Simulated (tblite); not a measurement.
# C6H14O2Si: the cost of one run

The runs use tblite 0.8.0 and PySCF 2.14.0, with density-fitted response routines of our own; the level of theory stands in each step. All values are computed, except where a source is named. Atoms count from 0, in the outputs and in this text.

## 1. The starting structure

23 atoms, charge 0, multiplicity 1; geometry from: force field or distance geometry start.

Bonds of the start (Å): C0–O1 1.42, O1–C2 1.39, C2–C3 1.49, C3–C4 1.50, C4–C5 1.50, C5–C6 1.52, C5–O7 1.38, C4–Si8 1.86, Si8–C2 1.88, C0–H9 1.10, C0–H10 1.12, C0–H11 1.09, C2–H12 1.11, C3–H13 1.10, C3–H14 1.12, C4–H15 1.12, C5–H16 1.13, C6–H17 1.12, C6–H18 1.09, C6–H19 1.10, O7–H20 0.99, Si8–H21 1.46, Si8–H22 1.44.

## 2. Relaxing the molecule with GFN2-xTB

The job: settings as JSON, then the geometry in Å.

```
{"job": {"kind": "relax", "xc": "GFN2-xTB", "basis": "xTB"}, "charge": 0, "multiplicity": 1}
C      3.632900    -0.356300     0.289500
O      2.387200    -1.000900     0.081600
C      1.423500    -0.021200     0.271100
C      0.232400    -0.374100     1.093400
C     -0.827900    -0.410500     0.029500
C     -1.924000     0.598700     0.219000
C     -2.910700     0.468300    -0.931000
O     -2.575600     0.420600     1.424000
Si     0.390000     0.084100    -1.292200
H      3.651600     0.062800     1.302500
H      3.694500     0.457700    -0.484200
H      4.443600    -1.054400     0.086900
H      1.847200     0.972300     0.516800
H     -0.020000     0.392800     1.841600
H      0.330600    -1.342600     1.637900
H     -1.228100    -1.436800    -0.146600
H     -1.445800     1.617100     0.259700
H     -2.296400     0.057700    -1.776500
H     -3.298600     1.437700    -1.247500
H     -3.667400    -0.293500    -0.686800
H     -2.823500    -0.523700     1.579500
H      0.284000     1.458000    -1.775900
H      0.695600    -0.914000    -2.282300
```

Started as:

```console
$ OMP_NUM_THREADS=1 python probes_run.py task.json out
```

One launch serves the whole session: the jobs run in the order shown.

**Question.** How long does this first job take on 1 thread of Arm Neoverse N1, shared host, and how much memory does it need?

About 1.7 s, with a peak of 0.18 GiB.
